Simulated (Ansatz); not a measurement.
# K2NiO2: the cost of one run

Program: Ansatz 0.2.0. Level of theory: DFT LDA+U (U_eff = 4 eV on Ni d), plane waves, PAW. These are calculated values, not measurements.

## Step 1: The starting structure

The structure is tetragonal, space group I4/mmm (No. 139). The conventional cell has a = 3.953 Å, b = 3.953 Å, c = 12.838 Å, α = 90.00°, β = 90.00°, γ = 90.00°. K (site symmetry 4mm) has 5 O at 2.71 to 2.81 Å as nearest neighbours. Ni (site symmetry 4/mmm) is surrounded by 2 O at 1.69 Å. O (site symmetry 4mm) is surrounded by 1 Ni at 1.69 Å.

Structure file:

```cif
data_structure
_symmetry_space_group_name_H-M 'I4/mmm'
_symmetry_Int_Tables_number 139
_cell_length_a 3.9528
_cell_length_b 3.9528
_cell_length_c 12.8384
_cell_angle_alpha 90.000
_cell_angle_beta 90.000
_cell_angle_gamma 90.000
_cell_volume 200.60
loop_
_atom_site_label
_atom_site_type_symbol
_atom_site_symmetry_multiplicity
_atom_site_Wyckoff_symbol
_atom_site_fract_x
_atom_site_fract_y
_atom_site_fract_z
_atom_site_occupancy
K1 K 4 e 0.50000 0.50000 0.15740 1
Ni1 Ni 2 a 0.00000 0.00000 0.00000 1
O1 O 4 e 0.50000 0.50000 0.36860 1
```

Magnetic order typed: ferromagnetic.

An earlier series on this cell reached its lowest free state from «from atoms, default search», perhaps among other starts.

## Step 2: Random orbitals: single harmonics, second filling

Contents of input.yaml:

```yaml
crystal:
  lattice:
    - [-1.97639993, 1.97639993, 6.41919976]
    - [1.97639993, -1.97639993, 6.41919976]
    - [1.97639993, 1.97639993, -6.41919976]
  atoms:
    - { symbol: K, position: [0.6574, 0.6574, 0.0] }
    - { symbol: K, position: [0.3426, 0.3426, 0.0] }
    - { symbol: Ni, position: [0.0, 0.0, 0.0], spin: 0.3 }
    - { symbol: O, position: [0.8686, 0.8686, 0.0] }
    - { symbol: O, position: [0.1314, 0.1314, 0.0] }
basis:
  ecutwfc: 420
  ecutrho_ratio: 4
kpoints:
  mp_grid: { grid: [7, 7, 7] }
hamiltonian:
  xc: lda
  hubbard:
    sites:
      - { site: 2, l: d, u_eff: 4.0, starting_ns: [{ spin: up, occupation_matrix: s2up }, { spin: down, occupation_matrix: s2down }] }
    occupation_matrices:
      s2up:
        matrix:
          - [0.97, 0.0, 0.0, 0.0, 0.0]
          - [0.0, 0.02, 0.0, 0.0, 0.0]
          - [0.0, 0.0, 0.97, 0.0, 0.0]
          - [0.0, 0.0, 0.0, 0.97, 0.0]
          - [0.0, 0.0, 0.0, 0.0, 0.97]
      s2down:
        matrix:
          - [0.02, 0.0, 0.0, 0.0, 0.0]
          - [0.0, 0.97, 0.0, 0.0, 0.0]
          - [0.0, 0.0, 0.97, 0.0, 0.0]
          - [0.0, 0.0, 0.0, 0.97, 0.0]
          - [0.0, 0.0, 0.0, 0.0, 0.97]
    ns_hold: { iters: 5 }
scf:
  occupations: { method: gaussian, width: 0.05 }
  lower_state_search: "off"
  max_iter: 150
output:
  forces: true
  stress: true
  eigenvalues: true
  populations: true
  hubbard: { sites: [{ site: 2, l: d }] }
magnetization:
  spin_polarized: true
```

The typed matrices put 0.97 on the chosen orbitals and 0.02 on the others, and are held for 5 cycles.

The run is started by

```bash
$ ansatz run input.yaml --threads 4 --pin off --max-ram 6144MiB --backend cpu --events-out ev --progress --plain --runs-dir out
```

**Question.** How long does this run take on 4 threads of Arm Neoverse V2, shared host, and how much memory does it need?

About 14 s, with a peak of 0.7 GiB.
